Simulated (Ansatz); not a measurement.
# CH6BClS: the cost of one run

Program: Ansatz 0.2.0. Level of theory: RKS PBE/def2-SVP. These are calculated values, not measurements.

## 1. The structure to begin with

Bond lengths: B1–Cl2 2.210 Å, B1–C3 1.600 Å, C3–H4 1.110 Å, C3–H5 1.110 Å, C3–H6 1.110 Å, B1–H7 1.190 Å, B1–S8 2.190 Å, S8–H9 1.400 Å, Cl2–H10 1.343 Å, S8–H10 1.384 Å. Angles (14 of 17 angles, heavy atoms first): Cl2–B1–C3 120.0°, Cl2–B1–S8 71.6°, C3–B1–S8 96.8°, B1–Cl2–H10 73.4°, Cl2–B1–H7 120.0°, C3–B1–H7 120.0°, H7–B1–S8 101.3°, B1–C3–H4 109.5°, B1–C3–H5 109.5°, B1–C3–H6 109.5°, B1–S8–H9 109.5°, B1–S8–H10 73.5°, Cl2–H10–S8 141.5°, H4–C3–H5 109.4°.

Coordinates:

```xyz
10

B     0.0000    0.0000    0.0000
Cl    0.0000    0.0000    2.2100
C     1.3856    0.0000   -0.8000
H     1.7152   -1.0462   -0.9702
H     1.2491    0.5080   -1.7774
H     2.1552    0.5381   -0.2082
H    -1.0305    0.0000   -0.5950
S     0.0982    2.0760    0.6906
H     0.6507    2.1151    1.9763
H     0.0608    1.2857    1.8263
```

## 2. Pulling towards end A

Springs on the bonds that form and break draw the guess towards this end; the thresholds are loose.

Input file input.yaml:

```yaml
crystal:
  periodic: [false, false, false]
  atoms:
    - { symbol: B, position_ang: [0.0, 0.0, 0.0] }
    - { symbol: Cl, position_ang: [0.0, 0.0, 2.21] }
    - { symbol: C, position_ang: [1.3856, 0.0, -0.8] }
    - { symbol: H, position_ang: [1.7152, -1.0462, -0.9702] }
    - { symbol: H, position_ang: [1.2491, 0.508, -1.7774] }
    - { symbol: H, position_ang: [2.1552, 0.5381, -0.2082] }
    - { symbol: H, position_ang: [-1.0305, 0.0, -0.595] }
    - { symbol: S, position_ang: [0.0982, 2.076, 0.6906] }
    - { symbol: H, position_ang: [0.6507, 2.1151, 1.9763] }
    - { symbol: H, position_ang: [0.0608, 1.2857, 1.8263] }
basis:
  gaussian: { orbitals: def2-SVP }
hamiltonian:
  xc: pbe
relax:
  f_tol: 0.15
  max_steps: 25
  restrain:
    - { distance: [0, 7], at: 3.09, k: 30.0 }
    - { distance: [9, 1], at: 2.57, k: 30.0 }
    - { distance: [0, 1], at: 1.86, k: 30.0 }
    - { distance: [9, 7], at: 1.4, k: 30.0 }
```

Started as:

```bash
> ansatz run input.yaml --threads 2 --pin off --max-ram 3072MiB --backend cpu --events-out ev --progress --plain --runs-dir out
```

What time and memory should one allow on 2 threads of Intel Xeon Platinum 8259CL at 2.50GHz (Skylake/Cascade Lake), shared host?

About 19 s, with a peak of 0.17 GiB.
